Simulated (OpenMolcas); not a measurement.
# Re²⁺ among point charges: CASSCF and CASPT2 levels and susceptibility

How does a field of 4 point charges split the states of Re²⁺, and what χT follows?

Method: state-averaged CASSCF and CASPT2, spin-orbit coupling by RASSI with atomic mean-field integrals. Code: OpenMolcas 26.06.

### 1 The atom as given

* Species: Re²⁺ (rhenium, Z = 75, 73 electrons)
* Basis: ANO-RCC-VTZP [8s7p5d3f2g1h], 104 functions
* Scalar Hamiltonian: DKH2, point nucleus
* Inactive shells: 1s 2s 2p 3s 3p 3d 4s 4p 4d 4f 5s 5p
* Active space: 5 electrons in 5 orbitals (5d)
* Some configurations of this space: 5d5
* Orbitals: optimised for each spin and parity, averaged over all roots

The outer shells:

5d5
```
5d [↑ ][↑ ][↑ ][↑ ][↑ ]
```

The ion sits among 4 point charges of -2.5 e arranged as a square (D4h), 2.41 Å from the ion.

The work runs as a chain of OpenMolcas steps in one folder; each step below is one input file. Labels, J, g values, rates, χT and fits are worked out afterwards by a script from the matrices that RASSI stores. The input lists half of the charges; inversion (Group=XYZ) makes the rest.

### 2 Basis and integrals

a.inp reads:

```
&GATEWAY
Coord
1

Re 0.0 0.0 0.0
Basis=ANO-RCC-VTZP
Group=XYZ
NoMove
AngMom=0.0 0.0 0.0
AMFI
XField
2 Angstrom 0
2.410000 0.000000 0.000000 -2.500000
0.000000 2.410000 0.000000 -2.500000
&SEWARD
```

Launch:

```sh
OMP_NUM_THREADS=1 MOLCAS_MEM=1689 MOLCAS_PROJECT=a pymolcas a.inp > a.log
```

### 3 CASSCF: sextets of even parity, 1 root

a.inp reads:

```
&RASSCF
FileOrb=start.orb
Symmetry=1
Spin=6
nActEl=5 0 0
Inactive=15 19
Ras2=5 0
CIRoot=1 1 1
SDav=1
CIMx=300
Iter=120 100
PrWF=0.3
OrbListing=Nothing
MaxOrb=0
>>> COPY $Project.JobIph JOB001
```

start.orb holds the contracted functions of the basis, ordered by shell, or the orbitals of the step before.

### 4 Reference wave functions, quartets of even parity, 24 roots

a.inp reads:

```
&RASSCF
FileOrb=start.orb
Symmetry=1
Spin=4
nActEl=5 0 0
Inactive=15 19
Ras2=5 0
CIRoot=24 24 1
SDav=24
CIMx=300
Iter=120 100
PrWF=0.3
OrbListing=Nothing
MaxOrb=0
>>> COPY $Project.JobIph JOB002
```

### 5 Reference wave functions, doublets of even parity, 75 roots

a.inp reads:

```
&RASSCF
FileOrb=start.orb
Symmetry=1
Spin=2
nActEl=5 0 0
Inactive=15 19
Ras2=5 0
CIRoot=75 75 1
SDav=75
CIMx=300
Iter=120 100
PrWF=0.3
OrbListing=Nothing
MaxOrb=0
>>> COPY $Project.JobIph JOB003
```

### 6 State interaction with spin-orbit coupling

a.inp reads:

```
&RASSI
NrOfJobIphs=3 1 24 75
1
1 2 3 4 5 6 7 8 9 10 11 12 13 14 15 16 17 18 19 20 21 22 23 24
1 2 3 4 5 6 7 8 9 10 11 12 13 14 15 16 17 18 19 20 21 22 23 24 25 26 27
28 29 30 31 32 33 34 35 36 37 38 39 40 41 42 43 44 45 46 47 48 49 50 51
52 53 54 55 56 57 58 59 60 61 62 63 64 65 66 67 68 69 70 71 72 73 74 75
IphNames
JOB001
JOB002
JOB003
EJob
SpinOrbit
DIPRint=1.0
SOCoupling=1000.0
Subsets=2
Property=9
'ANGMOM' 1 'ANGMOM' 2 'ANGMOM' 3 'MLTPL  1' 1 'MLTPL  1' 2 'MLTPL  1' 3
'AMFI' 1 'AMFI' 2 'AMFI' 3
SOProperty=3
'ANGMOM' 1 'ANGMOM' 2 'ANGMOM' 3
```

### 7 CASPT2: IPEA 0.25, imaginary shift 0.1 (closed shells correlated: 5s 5p)

a.inp reads:

```
>>> COPY JOB001 $Project.JobIph
&CASPT2
Multistate=1 1
Frozen=14 16
IPEA=0.25
Imaginary=0.1
MaxIter=60
WThr=0.0 0.3 0.05
PrWF=0.5
NoMix
>>> COPY JOB002 $Project.JobIph
&CASPT2
Multistate=24 1 2 3 4 5 6 7 8 9 10 11 12 13 14 15 16 17 18 19 20 21 22
23 24
NoMult
Frozen=14 16
IPEA=0.25
Imaginary=0.1
MaxIter=60
WThr=0.0 0.3 0.05
PrWF=0.5
NoMix
>>> COPY JOB003 $Project.JobIph
&CASPT2
Multistate=75 1 2 3 4 5 6 7 8 9 10 11 12 13 14 15 16 17 18 19 20 21 22
23 24 25 26 27 28 29 30 31 32 33 34 35 36 37 38 39 40 41 42 43 44 45 46
47 48 49 50 51 52 53 54 55 56 57 58 59 60 61 62 63 64 65 66 67 68 69 70
71 72 73 74 75
NoMult
Frozen=14 16
IPEA=0.25
Imaginary=0.1
MaxIter=60
WThr=0.0 0.3 0.05
PrWF=0.5
NoMix
```

(Steps that only read results are left out.)

Before running it: what results should come out? Wanted: spin-free ground state; first state of the same spin within the active space; lowest level; next level.

The runs gave:

| quantity | value |
| --- | --- |
| method | SS-CASPT2, IPEA 0.25, imaginary shift 0.1 (closed shells correlated: 5s 5p) |
| spin-free ground state | quartet, 1-fold in its orbital part |
| first state of the same spin within the active space | quartet at 7360 cm⁻¹ |
| lowest level | 2-fold E1/2, g = 0.18, 0.18, 2.99 |
| next level | 866.5 cm⁻¹ |
| χT at 300 K | 0.66 cm³ K/mol |
| effective moment at 300 K | 2.29 μB |

Cost by method:

```csv
method,time of its own steps,time with the reference
A. CASSCF,33 s,33 s
"B. SS-CASPT2, IPEA 0.25, imaginary shift 0.1, +5s 5p",36 s,69 s
```

Times are of one thread on a shared host.

In words: The spin-free ground state (quartet) comes to 47 % from free-ion F terms and has less than the highest spin computed. χT at 300 K is 0.66, against 1.88 cm³ K/mol for the spin alone, so spin-orbit coupling lowers it. The field of point charges can differ much from that of real complexes. With metal d orbitals alone active, the gaps between spin states are rough; where two lie within a few thousand cm-1, their order is open. This is an electrostatic model: the charges have no orbitals.
